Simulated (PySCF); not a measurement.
Runs of PySCF 2.14.0 on SMgClH. The cell holds a molecule in a box, 4 atoms: a = 11.000 Å, b = 14.000 Å, c = 10.000 Å, α = 90.00°, β = 90.00°, γ = 90.00°. 

```tsv
task	level	three-body dispersion term	conv_tol	grid for exchange and correlation	frozen core bands	exxdiv	gap on the mesh (eV)
atomic charges	M06-L+D4	yes	1e-07 Ha	Becke, atom-centred	-	-	4.95
atomic charges	TM	-	1e-07 Ha	Becke, atom-centred	-	-	4.12
CCSD(T) correlation energy	HF	-	1e-08 Ha	-	11	ewald	10.95
atomic charges	BHandHLYP+D4	yes	1e-07 Ha	Becke, atom-centred	-	ewald	(a)
```

Alike in all rows: potentials or basis cc-pvdz (all-electron); no spin polarisation; cell as given; k mesh 1 × 1 × 1; smearing fixed.

Problem. Fill in the values left out.

Solution. (a) 7.44.

Caveats: this is a molecule in a periodic box at the Γ point, so its band gap is the HOMO-LUMO gap; the basis of atomic orbitals isn't converged, which shifts pressures, moduli and gaps; the basis is small and the box finite, so much correlation energy is missing and levels can be off by tenths of an eV (some runs).

A k mesh can miss the band edges.

Not every run made on this cell is shown here.
